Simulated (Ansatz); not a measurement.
# BHLYP/def2-SVPD run of BH2ClO (SMILES OBCl)

What is the electronic atomisation energy of BH2ClO at BHLYP/def2-SVPD? 

The calculation is run with Ansatz 0.2.0.

64 further runs of the same task are left out: 64 set aside as unsound or not needed.

### Step 1. The molecule

BH2ClO has 5 atoms, charge 0, and is taken as a singlet. As SMILES, `OBCl`. Geometry: relaxed at PBE0-D4/def2-TZVP. This is one conformer, not always the lowest.

Bond lengths: O1–B2 1.340 Å, B2–Cl3 1.766 Å, O1–H4 0.963 Å, B2–H5 1.189 Å. Angles: O1–B2–Cl3 121.0°, O1–B2–H5 119.8°, Cl3–B2–H5 119.2°, B2–O1–H4 113.9°.

### Step 2. A single-point energy at BHLYP/def2-SVPD

in.yaml reads:

```yaml
crystal:
  periodic: [false, false, false]
  atoms:
    - {symbol: O, position_ang: [-0.863300, -0.618600, -0.002900]}
    - {symbol: B, position_ang: [0.379000, -0.137200, 0.137900]}
    - {symbol: Cl, position_ang: [0.788600, 1.496000, -0.395300]}
    - {symbol: H, position_ang: [-1.477700, 0.001200, -0.409700]}
    - {symbol: H, position_ang: [1.223300, -0.815100, 0.628600]}
basis:
  gaussian:
    orbitals: def2-SVPD
accuracy: high
output: {orbitals: {seedname: orbitals}}
hamiltonian:
  xc: {name: BHLYP}
```

Started as:

```bash
$ ansatz run in.yaml --threads 1 --pin off --max-ram 3480MiB --events-out events.jsonl --progress --plain --runs-dir runs
```

Log:

```text
Warning: RAYON_NUM_THREADS=1 ignored (pool sized by the plan → 1); use --threads N
Functional definition: BHLYP
  name "BHLYP"
  parameter a = 0.5
  exchange = (1 - a)*b88_x + a*exact_x
  correlation = lyp_c
1663 factors; integrals over basis functions are off by at most 3.7e-9 eV
mean field evaluation 1: about -15271.2610 eV, gradient 4.0e1 eV
mean field evaluation 2: about -15269.9182 eV, gradient 4.9e1 eV
mean field evaluation 4: about -15274.0746 eV, gradient 8.1e-1 eV
mean field evaluation 8: about -15274.0770 eV, gradient 3.5e-2 eV
mean field evaluation 16: about -15274.0770 eV, gradient 2.9e-6 eV
mean field -15274.07698864 eV, -561.3119761911 hartree, gradient 1.9e-8 eV, S^2 0.000000; 0 other end points of the search recorded, 0 dependent functions left out
reference -15274.07701205 eV, -561.3119770517 hartree; 16, 16 occupied and 70, 70 virtual orbitals, 1663 factors
Total energy: -15274.07701205 eV, -561.3119770517 hartree
```

Run time: 4.2 s. Hardware: 1 thread of Arm Neoverse V2, shared host; peak memory 0.23 GiB.

### Step 3. The B atom

job.yaml reads:

```yaml
crystal:
  periodic: [false, false, false]
  atoms:
    - {symbol: B, position_ang: [0.000000, 0.000000, 0.000000]}
basis:
  gaussian: {orbitals: def2-SVPD}
magnetization: {spin_polarized: true, initial_magnetization: 1}
hamiltonian: {xc: {name: BHLYP}}
accuracy: high
```

Run the same way, it converges to -24.62440 Eh (log not shown).

### Step 4. The Cl atom

molecule.yaml reads:

```yaml
basis:
  gaussian: {orbitals: def2-SVPD}
crystal:
  periodic: [false, false, false]
  atoms:
    - {symbol: Cl, position_ang: [0.000000, 0.000000, 0.000000]}
magnetization: {spin_polarized: true, initial_magnetization: 1}
hamiltonian: {xc: {name: BHLYP}}
accuracy: high
```

Started as:

```bash
$ ansatz run molecule.yaml --threads 1 --pin off --max-ram 3480MiB --events-out events.jsonl --progress --plain --runs-dir runs
```

Log:

```text
Warning: RAYON_NUM_THREADS=1 ignored (pool sized by the plan → 1); use --threads N
Functional definition: BHLYP
  name "BHLYP"
  parameter a = 0.5
  exchange = (1 - a)*b88_x + a*exact_x
  correlation = lyp_c
222 factors; integrals over basis functions are off by at most 2.5e-9 eV
mean field evaluation 1: about -12517.3301 eV, gradient 3.0e0 eV
mean field evaluation 2: about -12517.3896 eV, gradient 6.8e-1 eV
mean field evaluation 4: about -12517.3922 eV, gradient 7.2e-1 eV
mean field evaluation 8: about -12517.3966 eV, gradient 5.0e-3 eV
mean field evaluation 16: about -12517.3966 eV, gradient 1.6e-7 eV
mean field -12517.39656255 eV, -460.0058390777 hartree, gradient 7.4e-9 eV, S^2 0.753310; 0 other end points of the search recorded, 0 dependent functions left out
reference -12517.39657807 eV, -460.0058396480 hartree; 9, 8 occupied and 18, 19 virtual orbitals, 222 factors
Total energy: -12517.39657807 eV, -460.0058396480 hartree
```

Wall time 0.89 s (1 thread of Arm Neoverse V2, shared host).

### Step 5. The H atom, same level

input.yaml reads:

```yaml
crystal:
  periodic: [false, false, false]
  atoms:
    - symbol: H
      position_ang: [0.000000, 0.000000, 0.000000]
basis:
  gaussian:
    orbitals: def2-SVPD
accuracy: high
magnetization:
  spin_polarized: true
  initial_magnetization: 1
hamiltonian:
  xc: {name: BHLYP}
```

Run the same way, it converges to -0.49784 Eh (log not shown).

### Step 6. The O atom

job.yaml reads:

```yaml
crystal:
  periodic: [false, false, false]
  atoms:
    - symbol: O
      position_ang: [0.000000, 0.000000, 0.000000]
basis:
  gaussian:
    orbitals: def2-SVPD
magnetization:
  spin_polarized: true
  initial_magnetization: 2
hamiltonian:
  xc: {name: BHLYP}
accuracy: high
```

Started as:

```bash
$ ansatz run job.yaml --threads 1 --pin off --max-ram 3480MiB --events-out events.jsonl --progress --plain --runs-dir runs
```

Log:

```text
Warning: RAYON_NUM_THREADS=1 ignored (pool sized by the plan → 1); use --threads N
Functional definition: BHLYP
  name "BHLYP"
  parameter a = 0.5
  exchange = (1 - a)*b88_x + a*exact_x
  correlation = lyp_c
191 factors; integrals over basis functions are off by at most 1.9e-9 eV
mean field evaluation 1: about -2040.4538 eV, gradient 4.6e0 eV
mean field evaluation 2: about -2040.5387 eV, gradient 9.8e-1 eV
mean field evaluation 4: about -2040.5461 eV, gradient 9.4e-2 eV
mean field evaluation 8: about -2040.5467 eV, gradient 9.3e-4 eV
mean field evaluation 16: about -2040.5467 eV, gradient 1.3e-8 eV
mean field -2040.54669754 eV, -74.9887080025 hartree, gradient 1.3e-8 eV, S^2 2.004709; 0 other end points of the search recorded, 0 dependent functions left out
reference -2040.54671434 eV, -74.9887086197 hartree; 5, 3 occupied and 18, 20 virtual orbitals, 191 factors
Total energy: -2040.54671434 eV, -74.9887086197 hartree
```

It took 0.3 s on 1 thread of Arm Neoverse V2, shared host.

### Step 7. Results

Level: BHLYP/def2-SVPD.

```
                     quantity          value
       molecule: total energy  -561.31198 Eh
        molecule: HOMO energy      -10.54 eV
        molecule: LUMO energy        0.56 eV
      molecule: HOMO–LUMO gap       11.10 eV
         B atom: total energy   -24.62440 Eh
                 B atom: ⟨S²⟩          0.755
        Cl atom: total energy  -460.00584 Eh
                Cl atom: ⟨S²⟩          0.753
         H atom: total energy    -0.49784 Eh
                 H atom: ⟨S²⟩          0.750
         O atom: total energy   -74.98871 Eh
                 O atom: ⟨S²⟩          2.005
electronic atomisation energy      18.976 eV
```

Taking the molecule apart into free atoms costs 18.98 eV (1831 kJ/mol), before zero-point energy and without spin-orbit coupling.
